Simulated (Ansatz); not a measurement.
# InSb3 (Pm-3m) in Ansatz: a series of runs

Runs on InSb3. Level: LDA. Tasks: band structure, single point, equation of state.

Everything below comes from runs of Ansatz 0.2.0. Logs are shortened: lines on timing, memory, paths and dates and some standing lists are left out, and cuts for length are marked.

## 1. The crystal as given

It takes space group Pm-3m (No. 221, cubic). Conventional cell: a = 4.806 Å, b = 4.806 Å, c = 4.806 Å, α = 90.00°, β = 90.00°, γ = 90.00°. Around Sb (site symmetry 4/mmm) lie 8 Sb at 3.40 Å and 4 In at 3.40 Å. In (site symmetry m-3m) has 12 Sb at 3.40 Å as nearest neighbours.

The cell comes from a database or a generator and needn't be the stable form of this composition.

## 2. Band structure, LDA

input.yaml

```yaml
crystal:
  lattice:
    - [4.806367, 0.0, 0.0]
    - [0.0, 4.806367, 0.0]
    - [0.0, 0.0, 4.806367]
  atoms:
    - { symbol: Sb, position: [0.5, 0.5, 0.0] }
    - { symbol: Sb, position: [0.0, 0.5, 0.5] }
    - { symbol: Sb, position: [0.5, 0.0, 0.5] }
    - { symbol: In, position: [0.0, 0.0, 0.0] }
hamiltonian:
  xc: lda
  pseudopotentials: { kind: paw }
kpoints:
  mp_grid: { grid: [6, 6, 6] }
  band_path:
    path:
      - [[0.0, 0.0, 0.0], [0.0, 0.5, 0.0], [0.5, 0.5, 0.0], [0.0, 0.0, 0.0], [0.5, 0.5, 0.5], [0.0, 0.5, 0.0]]
      - [[0.5, 0.5, 0.0], [0.5, 0.5, 0.5]]
    npoints: 14
scf:
  occupations: { method: fermi_dirac, width: 0.05 }
  n_extra_bands: 10
output:
  forces: true
  stress: true
  eigenvalues: true
  fatbands: true
```

Potentials or basis: Ansatz PAW.

Run with:

```
> ansatz run input.yaml --threads 2 --pin off --max-ram 5632MiB --backend cpu --events-out ev --progress --plain --runs-dir out
```

What it wrote:

```text
Warning: RAYON_NUM_THREADS=2 ignored (pool sized by the plan → 2); use --threads N
scf.n_extra_bands = 10 over 29 filled bands (N_el = 58.0): the run solves 39 bands
Engine: ansatz 0.2.0, aarch64-unknown-linux-gnu
Pseudopotentials: kind: paw
Pseudopotential: Sb, paw, valence charge 15, recommended cutoff 420 eV (normal), Sb.paw.azcp
Pseudopotential: In, paw, valence charge 13, recommended cutoff 420 eV (normal), In.paw.azcp
Functional definition: SPW92
  exchange = slater_x
  correlation = pw_c
Crystal: 4 atoms, lattice volume = 111.033 Å³
Basis set: ecut = 420 eV, 2109 PW (Γ)
Bands: 39, of which v1, the nominal top of the filled ones, is band 29 counted from 1 (28 counted from 0)
Symmetry: 48 space group operations
Space group: Pm-3m (ITA 221), of the structure as read, at distance tolerance 4.8e-5 Å
k-points: 20 of 216
Non-local potential: Sb, projectors of the file, l = 0: 2, l = 1: 2, l = 2: 2, l = 3: 2
Non-local potential: In, projectors of the file, l = 0: 2, l = 1: 2, l = 2: 2, l = 3: 2
PAW form: soft (Blöchl's): semilocal exchange-correlation on the pseudo side does not see the compensation charge
PAW frozen core: Sb, regenerated for the run's functional, and the local potential with it (the file was generated under x = pbe(κ = 0.804, μ = 0.2195149727645171), c = pbe(β = 0.06672455060314922))
PAW frozen core: In, regenerated for the run's functional, and the local potential with it (the file was generated under x = pbe(κ = 0.804, μ = 0.2195149727645171), c = pbe(β = 0.06672455060314922))
PAW one-centre angular grid: Sb, 590 points (default); XC on 64 Gauss nodes
PAW one-centre angular grid: In, 590 points (default); XC on 64 Gauss nodes
Initial density: superposition of atomic densities (neutral atoms: chi_scale 0, normalization atom), corrected by the library's trained network
Initial wavefunctions: pseudopotential atomic-orbital guess
Functional: x = slater, c = lda
SCF iter   1: F=—  HF=-24463.864951 eV  |F-HF|=—  |Δ(HF+E_count)|=         —  Δρ=6.77e-3  dr2=2.99e-2  ethr=1.77e-3  ⟨swp⟩=8.4  Hψ=3654  notcnv=0  defer=19
preconditioner: auto → Kerker (q_TF=auto, 2.448 Å⁻¹)  [metal: Δε(μ)=0.095 eV  Ē_g=12.393 eV  σ=0.050 eV  W_gap=0.40  n_scr=26 (ndim 8)  ℏωp=18.6 eV  f_vac=0.000  D(μ)=2.52/eV (n_scr^D=18)]
SCF iter   2: F=—  HF=-24463.852319 eV  |F-HF|=—  |Δ(HF+E_count)|=   1.26e-2  Δρ=3.82e-3  dr2=9.72e-3  ethr=5.16e-5  ⟨swp⟩=2.0  Hψ=1145  notcnv=0  defer=40
SCF iter   3: F=—  HF=-24463.848972 eV  |F-HF|=—  |Δ(HF+E_count)|=   3.35e-3  Δρ=6.96e-4  dr2=7.77e-4  ethr=1.68e-5  ⟨swp⟩=2.0  Hψ=1138  notcnv=0  defer=40
SCF iter   4: F=—  HF=-24463.848699 eV  |F-HF|=—  |Δ(HF+E_count)|=   2.73e-4  Δρ=2.47e-4  dr2=1.41e-4  ethr=1.34e-6  ⟨swp⟩=2.0  Hψ=1296  notcnv=0  defer=40
SCF iter   5: F=—  HF=-24463.848657 eV  |F-HF|=—  |Δ(HF+E_count)|=   4.21e-5  Δρ=9.85e-5  dr2=2.28e-5  ethr=2.44e-7  ⟨swp⟩=1.3  Hψ=729  notcnv=0  defer=40
SCF iter   6: F=—  HF=-24463.848653 eV  |F-HF|=—  |Δ(HF+E_count)|=   3.75e-6  Δρ=2.11e-5  dr2=6.78e-7  ethr=3.92e-8  ⟨swp⟩=2.0  Hψ=898  notcnv=0  defer=40
SCF iter   7: F=-24463.848653 eV  HF=-24463.848653 eV  |F-HF|=1.75e-8  |Δ(HF+E_count)|=   8.35e-8  Δρ=4.58e-6  dr2=4.25e-8  ethr=1.72e-10  ⟨swp⟩=10.6  Hψ=3810  notcnv=0
SCF 1 converged in 7 iterations: F = -24463.848653 eV  dr2 = 4.25e-8
NSCF: frozen V_eff on 86 k-points
SCF converged after 7 iterations
Free energy (F): -24463.848653 eV
Harris-Foulkes:  -24463.848653 eV  (|F-HF|=1.75e-8)
Internal energy: -24463.826615 eV  (E = F + TS)
E sigma→0 (E₀):  -24463.837634 eV
Entropy (-TS):   -0.022038 eV (-5.510 meV/atom)
Fermi energy:    10.450989 eV
--- Per-component energies (eV) ---
  E_band       = -502.153697
  E_kinetic    = 863.986348
  E_local      = -5525.687603  (includes V_loc(G=0)·N_el)
  E_nonlocal   = 1465.680902
  E_hartree    = 2432.608319
  E_xc         = -627.605738
  E_vxc        = -393.308912  (∫ρ·V_xc dr)
  E_paw        = -17288.637578  (= ΣΔE_a)
  E_vpaw       = -1778.038788  (= ΣTr[D̂ρ^β])
  E_aug_tail   = 0.000019  (compensation charges beyond the density's cutoff)
  E_ewald      = -5786.132290
  E_core_change = 1.961007  (= ΣΔE_core)
  E_smearing   = -0.022038  (= −TS)
  E_closure    = -0.000000  (closes the sum)
  Σ components = -24463.848653   (vs F -24463.848653, Δ=0.00e0)
--- Forces (eV/Å), atoms counted from 1 ---
  atom   1  Sb     0.00000000    -0.00000000     0.00000000
  atom   2  Sb     0.00000000    -0.00000000     0.00000000
  atom   3  Sb     0.00000000    -0.00000000    -0.00000000
  atom   4  In    -0.00000000     0.00000000    -0.00000000
  max |Σ_I F_I| component: 1.51e-28 eV/Å
--- Stress (GPa, compression-positive) ---
       -3.838593      -0.000000       0.000000
        0.000000      -3.838593       0.000000
        0.000000      -0.000000      -3.838593
  P = ⅓ Tr σ = -3.8386 GPa (-38.386 kbar)
--- Band table (eV; the first three rows and the last of 20) ---
  k-point 0: bands = ["-18.7131", "-18.7131", "-18.7131", "-18.7038", "-18.6702", "-18.6702", "-18.6525", "-18.6525", "-18.6525", "-18.6483", "-18.6483", "-18.6165", "-18.6122", "-18.6122", "-18.6122", "-3.9930", "-3.9930", "-3.9764", "-3.9764", "-3.9764", "-1.7648", "2.8495", "2.8495", "6.1879", "6.1879", "6.1879", "6.7410", "10.8615", "10.8615", "10.8615", "12.1330", "12.1330", "12.1330", "15.2516", "15.2516", "15.4608", "15.8010", "15.8010", "15.8010"]
  k-point 1: bands = ["-18.7125", "-18.7066", "-18.7066", "-18.7004", "-18.6700", "-18.6670", "-18.6532", "-18.6527", "-18.6527", "-18.6514", "-18.6482", "-18.6196", "-18.6190", "-18.6190", "-18.6123", "-3.9916", "-3.9891", "-3.9795", "-3.9795", "-3.9764", "-1.5973", "2.2093", "2.8824", "5.8789", "6.3841", "6.3841", "8.0292", "10.3723", "10.4355", "10.4355", "11.3584", "11.9309", "11.9309", "15.4788", "15.9371", "16.1035", "16.2119", "16.2407", "16.2407"]
  k-point 2: bands = ["-18.7112", "-18.6917", "-18.6889", "-18.6889", "-18.6695", "-18.6593", "-18.6587", "-18.6545", "-18.6533", "-18.6533", "-18.6481", "-18.6367", "-18.6367", "-18.6274", "-18.6123", "-3.9888", "-3.9857", "-3.9857", "-3.9814", "-3.9763", "-1.1134", "1.0339", "2.9517", "5.9409", "6.9486", "6.9486", "9.2574", "9.2574", "9.6526", "9.6950", "10.7229", "12.2227", "12.2227", "14.5292", "15.0730", "15.0730", "16.3282", "16.3608", "18.3110"]
  k-point 19: bands = ["-18.6889", "-18.6889", "-18.6889", "-18.6843", "-18.6843", "-18.6843", "-18.6770", "-18.6495", "-18.6495", "-18.6495", "-18.6450", "-18.6450", "-18.6175", "-18.6175", "-18.6175", "-4.0105", "-4.0105", "-4.0105", "-3.9600", "-3.9600", "1.3761", "1.3761", "1.3761", "4.8737", "5.5006", "5.5006", "5.5006", "5.5615", "13.8738", "13.8738", "13.9353", "13.9353", "13.9353", "16.7113", "16.7113", "16.7113", "19.0018", "19.0018", "19.0018"]
```

bands.tsv:

```text
[... 102 lines left out ...]
4.941766	-29.139900	-29.139900	-29.139900	-29.135293	-29.135293	-29.135293	-29.128005	-29.100533	-29.100533	-29.100533	-29.095982	-29.095982	-29.068488	-29.068488	-29.068488	-14.461511	-14.461511	-14.461511	-14.410987	-14.410987	-9.074859	-9.074859	-9.074859	-5.577273	-4.950414	-4.950414	-4.950414	-4.889457	3.422808	3.422808	3.484323	3.484323	3.484323	6.260282	6.260282	6.260282	8.550773	8.550773	8.550773
```

Run time: 11 s. Hardware: 2 threads of Arm Neoverse V2, shared host; peak memory 0.43 GiB.

Results:

- Free energy: -24463.8487 eV
- Pressure: -3.8 GPa
- Band gap on the k mesh: none (metal or under the smearing width)

Levels at the corners of the path, in eV from the Fermi level:
```
point  band 25  band 26  band 27  band 28  band 29  band 30  band 31  band 32  band 33  band 34
    Γ    -4.26    -4.26    -3.71     0.41     0.41     0.41     1.68     1.68     1.68     4.80
    X    -2.88    -2.88    -2.09    -2.09    -1.09    -0.83     1.88     2.12     2.12     2.34
    M    -2.49    -1.67    -1.67    -1.33    -1.10    -1.10    -0.55     1.04     3.20     3.39
    Γ    -4.26    -4.26    -3.71     0.41     0.41     0.41     1.68     1.68     1.68     4.80
    R    -4.95    -4.95    -4.95    -4.89     3.42     3.42     3.48     3.48     3.48     6.26
    X    -2.88    -2.88    -2.09    -2.09    -1.09    -0.83     1.88     2.12     2.12     2.34
    M    -2.49    -1.67    -1.67    -1.33    -1.10    -1.10    -0.55     1.04     3.20     3.39
    R    -4.95    -4.95    -4.95    -4.89     3.42     3.42     3.48     3.48     3.48     6.26
```

Caveat: spin-orbit coupling is left out, which moves the levels of the heavy elements; the PAW data sets come from PBE, with cores solved anew for the run's functional, which leaves a small shift of forces and pressure.

## 3. Single point, LDA, 26.09 Å³/atom (volume scaled by 0.94)

input.yaml

```yaml
crystal:
  lattice:
    - [4.7082503466, 0.0, 0.0]
    - [0.0, 4.7082503466, 0.0]
    - [0.0, 0.0, 4.7082503466]
  atoms:
    - { symbol: Sb, position: [0.5, 0.5, 0.0] }
    - { symbol: Sb, position: [0.0, 0.5, 0.5] }
    - { symbol: Sb, position: [0.5, 0.0, 0.5] }
    - { symbol: In, position: [0.0, 0.0, 0.0] }
hamiltonian:
  xc: lda
  pseudopotentials: { kind: paw }
kpoints:
  mp_grid: { grid: [6, 6, 6] }
scf:
  occupations: { method: fermi_dirac, width: 0.05 }
output:
  forces: true
  stress: true
  eigenvalues: true
```

Potentials or basis: Ansatz PAW.

Run with:

```
> ansatz run input.yaml --threads 2 --pin off --max-ram 5632MiB --backend cpu --events-out ev --progress --plain --runs-dir out
```

What it wrote:

```text
Warning: RAYON_NUM_THREADS=2 ignored (pool sized by the plan → 2); use --threads N
[... 6 set-up lines as earlier in the session ...]
[... 58 lines left out ...]
       -0.000000      -0.649687       0.000000
        0.000000      -0.000000      -0.649687
  P = ⅓ Tr σ = -0.6497 GPa (-6.497 kbar)
--- Band table (eV; the first three rows and the last of 20) ---
  k-point 0: bands = ["-17.7906", "-17.7906", "-17.7906", "-17.7767", "-17.7415", "-17.7415", "-17.7181", "-17.7181", "-17.7181", "-17.7059", "-17.7059", "-17.6736", "-17.6639", "-17.6639", "-17.6639", "-3.0924", "-3.0924", "-3.0696", "-3.0696", "-3.0696", "-1.2567", "3.8735", "3.8735", "6.8467", "6.8467", "6.8467", "7.7044", "11.8505", "11.8505", "11.8505", "13.1639", "13.1639", "13.1639", "16.3165", "16.3165"]
  k-point 1: bands = ["-17.7897", "-17.7825", "-17.7825", "-17.7724", "-17.7412", "-17.7374", "-17.7190", "-17.7182", "-17.7182", "-17.7097", "-17.7058", "-17.6775", "-17.6723", "-17.6723", "-17.6639", "-3.0906", "-3.0875", "-3.0739", "-3.0739", "-3.0696", "-1.0775", "3.0912", "3.9119", "6.7319", "7.0563", "7.0563", "8.9795", "11.3120", "11.3799", "11.3799", "12.3132", "12.9511", "12.9511", "16.5745", "16.9331"]
  k-point 2: bands = ["-17.7879", "-17.7613", "-17.7605", "-17.7605", "-17.7405", "-17.7270", "-17.7208", "-17.7199", "-17.7188", "-17.7188", "-17.7056", "-17.6947", "-17.6947", "-17.6874", "-17.6639", "-3.0869", "-3.0823", "-3.0823", "-3.0780", "-3.0695", "-0.5574", "1.7583", "3.9933", "6.8996", "7.6598", "7.6598", "10.1067", "10.1067", "10.5279", "10.6931", "11.6924", "13.2921", "13.2921", "15.8762", "16.2674"]
  k-point 19: bands = ["-17.7591", "-17.7591", "-17.7591", "-17.7562", "-17.7562", "-17.7562", "-17.7499", "-17.7091", "-17.7091", "-17.7091", "-17.7086", "-17.7086", "-17.6726", "-17.6726", "-17.6726", "-3.1160", "-3.1160", "-3.1160", "-3.0492", "-3.0492", "2.2325", "2.2325", "2.2325", "5.4481", "6.1038", "6.1038", "6.1038", "6.3806", "15.1327", "15.1327", "15.2056", "15.2056", "15.2056", "18.0110", "18.0110"]
```

Wall time 2 s (2 threads of Arm Neoverse V2, shared host); peak memory 0.38 GiB.

What came out:

```
Free energy            : -24463.9462 eV
Pressure               : -0.6 GPa
Band gap on the k mesh : none (metal or under the smearing width)
```

Caveat: the PAW data sets come from PBE, with cores solved anew for the run's functional, which leaves a small shift of forces and pressure.

## 4. Single point, LDA, 26.65 Å³/atom (volume scaled by 0.96)

input.yaml: that of step 3 with these lines changed.

```diff
@@ -2,5 +2,5 @@
   lattice:
-    - [4.7082503466, 0.0, 0.0]
-    - [0.0, 4.7082503466, 0.0]
-    - [0.0, 0.0, 4.7082503466]
+    - [4.7414081316, 0.0, 0.0]
+    - [0.0, 4.7414081316, 0.0]
+    - [0.0, 0.0, 4.7414081316]
   atoms:
@@ -21 +21,5 @@
   eigenvalues: true
+  write_density: true
+  write_potential: true
+  elf: true
+  volumetric_format: npy
```

Run with:

```
> ansatz run input.yaml --threads 2 --pin off --max-ram 5632MiB --backend cpu --events-out ev --progress --plain --runs-dir out
```

It took 2.8 s on 2 threads of Arm Neoverse V2, shared host; peak memory 0.38 GiB.

The run converged. Its results:

- Free energy: -24463.9287 eV
- Pressure: -1.9 GPa
- Band gap on the k mesh: none (metal or under the smearing width)

Caveat: the PAW data sets come from PBE, with cores solved anew for the run's functional, which leaves a small shift of forces and pressure.

## 5. Single point, LDA, 27.20 Å³/atom (volume scaled by 0.98)

input.yaml: that of step 4 with these lines changed.

```diff
@@ -2,5 +2,5 @@
   lattice:
-    - [4.7414081316, 0.0, 0.0]
-    - [0.0, 4.7414081316, 0.0]
-    - [0.0, 0.0, 4.7414081316]
+    - [4.7741085314, 0.0, 0.0]
+    - [0.0, 4.7741085314, 0.0]
+    - [0.0, 0.0, 4.7741085314]
   atoms:
@@ -21,5 +21 @@
   eigenvalues: true
-  write_density: true
-  write_potential: true
-  elf: true
-  volumetric_format: npy
```

Run with:

```
> ansatz run input.yaml --threads 2 --pin off --max-ram 5632MiB --backend cpu --events-out ev --progress --plain --runs-dir out
```

Run time: 2.1 s. Hardware: 2 threads of Arm Neoverse V2, shared host; peak memory 0.38 GiB.

Results (log left out):

```yaml
Free_energy: -24463.8956 eV
Pressure: -2.9 GPa
Band_gap_on_the_k_mesh: none (metal or under the smearing width)
```

Caveat: the PAW data sets come from PBE, with cores solved anew for the run's functional, which leaves a small shift of forces and pressure.

## 6. Single point, LDA, 27.76 Å³/atom

input.yaml: that of step 5 with these lines changed.

```diff
@@ -2,5 +2,5 @@
   lattice:
-    - [4.7741085314, 0.0, 0.0]
-    - [0.0, 4.7741085314, 0.0]
-    - [0.0, 0.0, 4.7741085314]
+    - [4.806367, 0.0, 0.0]
+    - [0.0, 4.806367, 0.0]
+    - [0.0, 0.0, 4.806367]
   atoms:
```

Potentials or basis: Ansatz PAW.

Run with:

```
> ansatz run input.yaml --threads 2 --pin off --max-ram 5632MiB --backend cpu --events-out ev --progress --plain --runs-dir out
```

It took 2.4 s on 2 threads of Arm Neoverse V2, shared host; peak memory 0.38 GiB.

It converged, with:

- Free energy: -24463.8487 eV
- Pressure: -3.8 GPa
- Band gap on the k mesh: none (metal or under the smearing width)

Caveat: the PAW data sets come from PBE, with cores solved anew for the run's functional, which leaves a small shift of forces and pressure.

## 7. Single point, LDA, 28.31 Å³/atom (volume scaled by 1.02)

input.yaml: that of step 6 with these lines changed.

```diff
@@ -2,5 +2,5 @@
   lattice:
-    - [4.806367, 0.0, 0.0]
-    - [0.0, 4.806367, 0.0]
-    - [0.0, 0.0, 4.806367]
+    - [4.8381981727, 0.0, 0.0]
+    - [0.0, 4.8381981727, 0.0]
+    - [0.0, 0.0, 4.8381981727]
   atoms:
```

Run with:

```
> ansatz run input.yaml --threads 2 --pin off --max-ram 5632MiB --backend cpu --events-out ev --progress --plain --runs-dir out
```

Wall time 2.3 s (2 threads of Arm Neoverse V2, shared host); peak memory 0.39 GiB.

The run converged. Its results:

```yaml
Free_energy: -24463.7897 eV
Pressure: -4.6 GPa
Band_gap_on_the_k_mesh: none (metal or under the smearing width)
```

Caveat: the PAW data sets come from PBE, with cores solved anew for the run's functional, which leaves a small shift of forces and pressure.

## 8. Single point, LDA, 28.87 Å³/atom (volume scaled by 1.04)

input.yaml: that of step 7 with these lines changed.

```diff
@@ -2,5 +2,5 @@
   lattice:
-    - [4.8381981727, 0.0, 0.0]
-    - [0.0, 4.8381981727, 0.0]
-    - [0.0, 0.0, 4.8381981727]
+    - [4.8696159243, 0.0, 0.0]
+    - [0.0, 4.8696159243, 0.0]
+    - [0.0, 0.0, 4.8696159243]
   atoms:
```

Run with:

```
> ansatz run input.yaml --threads 2 --pin off --max-ram 5632MiB --backend cpu --events-out ev --progress --plain --runs-dir out
```

Run time: 2.5 s. Hardware: 2 threads of Arm Neoverse V2, shared host; peak memory 0.39 GiB.

The run converged. Its results:

```
Free energy            : -24463.7205 eV
Pressure               : -5.3 GPa
Band gap on the k mesh : none (metal or under the smearing width)
```

Caveat: the PAW data sets come from PBE, with cores solved anew for the run's functional, which leaves a small shift of forces and pressure.

## 9. Single point, LDA, 29.42 Å³/atom (volume scaled by 1.06)

input.yaml: that of step 8 with these lines changed.

```diff
@@ -2,5 +2,5 @@
   lattice:
-    - [4.8696159243, 0.0, 0.0]
-    - [0.0, 4.8696159243, 0.0]
-    - [0.0, 0.0, 4.8696159243]
+    - [4.9006334225, 0.0, 0.0]
+    - [0.0, 4.9006334225, 0.0]
+    - [0.0, 0.0, 4.9006334225]
   atoms:
```

Potentials or basis: Ansatz PAW.

Run with:

```
> ansatz run input.yaml --threads 2 --pin off --max-ram 5632MiB --backend cpu --events-out ev --progress --plain --runs-dir out
```

Run time: 2.5 s. Hardware: 2 threads of Arm Neoverse V2, shared host; peak memory 0.39 GiB.

Results (log left out):

```
Free energy            : -24463.6422 eV
Pressure               : -5.9 GPa
Band gap on the k mesh : none (metal or under the smearing width)
```

Caveat: the PAW data sets come from PBE, with cores solved anew for the run's functional, which leaves a small shift of forces and pressure.

## 10. Equation of state, LDA

This step only gathers the single runs of the series.

Results:

```
Equilibrium volume : 25.83 Å³/atom (rough: see the caveat)
Bulk modulus       : 65 GPa (rough)
```

Energy against volume, from the lowest point:
```
volume (Å³/atom)  energy (meV/atom)
          26.093               0.00
          26.648               4.38
          27.203              12.67
          27.758              24.39
          28.313              39.12
          28.868              56.44
          29.424              76.00
```

Caveat: the minimum lies outside the volumes run. Spin-orbit coupling is left out, which matters for the levels of Sb.
